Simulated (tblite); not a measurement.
# C8H11BS: the cost of one run

Programs: tblite 0.8.0 and PySCF 2.14.0, with density-fitted response routines of our own. Each step states its level of theory. These are calculated values for one molecule in the gas phase, unless marked as measured. Atoms count from 0, in the outputs and in this text.

## Step 1: Starting geometry

21 atoms, charge 0, multiplicity 1; geometry from: force field or distance geometry start.

Bonds of the start (Å): C0–B1 1.58, B1–C2 1.59, C2–C3 1.39, C3–C4 1.39, C4–C5 1.37, C5–C6 1.39, C6–S7 1.80, S7–C8 1.82, C6–C9 1.38, C9–C2 1.38, C0–H10 1.10, C0–H11 1.09, C0–H12 1.11, B1–H13 1.20, C3–H14 1.10, C4–H15 1.08, C5–H16 1.09, C8–H17 1.12, C8–H18 1.11, C8–H19 1.11, C9–H20 1.08.

## Step 2: Relaxing the molecule with GFN2-xTB

What the job is given:

```
{"job": {"kind": "relax", "xc": "GFN2-xTB", "basis": "xTB"}, "charge": 0, "multiplicity": 1}
C     -3.518400     0.930000    -0.223900
B     -2.227500     0.942200     0.691400
C     -0.987700     0.044200     0.262500
C     -1.122900    -0.872000    -0.769000
C     -0.040500    -1.660300    -1.136100
C      1.178700    -1.526000    -0.519300
C      1.310200    -0.590200     0.504500
S      2.927100    -0.472600     1.276300
C      3.844600     0.771100     0.322800
C      0.230500     0.182400     0.896600
H     -3.184300     0.779400    -1.261700
H     -4.016900     1.895500    -0.094100
H     -4.242100     0.127200     0.045000
H     -2.466800     1.070400     1.861700
H     -2.090100    -0.992600    -1.270400
H     -0.105600    -2.393300    -1.926200
H      2.051500    -2.117000    -0.790000
H      3.356000     0.939800    -0.666500
H      3.907500     1.695900     0.940600
H      4.863100     0.348100     0.163700
H      0.324800     0.914700     1.691600
```

Command:

```console
$ OMP_NUM_THREADS=1 python probes_run.py task.json out
```

The driver reads the jobs from task.json and runs them one after another.

**Question.** How long does this first job take on 1 thread of Intel Xeon at 2.50GHz, shared host?

About 6.6 s.
